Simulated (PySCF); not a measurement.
**C₄H₅BCl₂: geometry, spin-spin couplings**

Aim: predict the spin-spin couplings of C₄H₅BCl₂ (`C=C=CCB(Cl)Cl`).

Programs: PySCF 2.14.0, with density-fitted response routines of our own. Each step states its level of theory. These are calculated values for one molecule in the gas phase, unless marked as measured. Atoms are numbered from 0 throughout.

### Step 1. Starting geometry

12 atoms, charge 0, multiplicity 1; geometry from: GFN2-xTB. The atoms were then displaced at random by about 0.01 Å, so the start is not that level's minimum.

Bonds of the start (Å): C0–C1 1.31, C1–C2 1.31, C2–C3 1.47, C3–B4 1.61, B4–Cl5 1.72, B4–Cl6 1.72, C0–H7 1.11, C0–H8 1.04, C2–H9 1.10, C3–H10 1.07, C3–H11 1.10.

### Step 2. Optimising the geometry at PBE0-D3(BJ)/def2-SVP

What the job is given:

```
{"job": {"xc": "PBE0", "basis": "def2-SVP", "d3": "d3bj", "grid": 1, "shake": 0.01, "kind": "geom"}, "charge": 0, "multiplicity": 1}
C      2.523500     0.397100    -0.365680
C      1.395980    -0.051160     0.118260
C      0.275330    -0.530670     0.586450
C     -0.954720    -0.648710    -0.204710
B     -2.054070     0.442370     0.233950
Cl    -3.633160     0.016980     0.764900
Cl    -1.619800     2.111400     0.230560
H      2.755710     1.478940    -0.327440
H      3.235780    -0.210000    -0.815900
H      0.237030    -0.849480     1.637280
H     -0.748520    -0.522860    -1.248710
H     -1.373380    -1.662180    -0.073860
```

On the command line:

```console
OMP_NUM_THREADS=1 python probes_run.py task.json out
```

The driver reads the jobs from task.json and runs them one after another.

**Question.** This job is followed by: B3LYP/6-31G* indirect spin-spin coupling, non-relativistic, gas phase. Predict these results of the whole session: point group; rotational constants (main isotopes); largest coupling of the table (B3LYP/6-31G*).

**Answer**, as computed:

| quantity | value |
| --- | --- |
| point group | C1 |
| rotational constants (main isotopes) | 3.26, 0.90, 0.73 GHz |
| largest coupling of the table (B3LYP/6-31G*) | ¹J(C,H) C0–H7, 179.8 Hz |

Relaxing lowered the energy by 0.161 eV in 5 steps; the close pair that moved most is C0–H8, from 1.039 to 1.096 Å. In the run at B3LYP/6-31G*, the largest coupling of the table is C0–H7 (mean over like pairs), 179.8 Hz, of which the Fermi-contact term gives 178.7 Hz. Couplings across rotatable bonds belong to this one conformer; where others are populated, the observed values are averages. Couplings from bases without tight functions are rough.
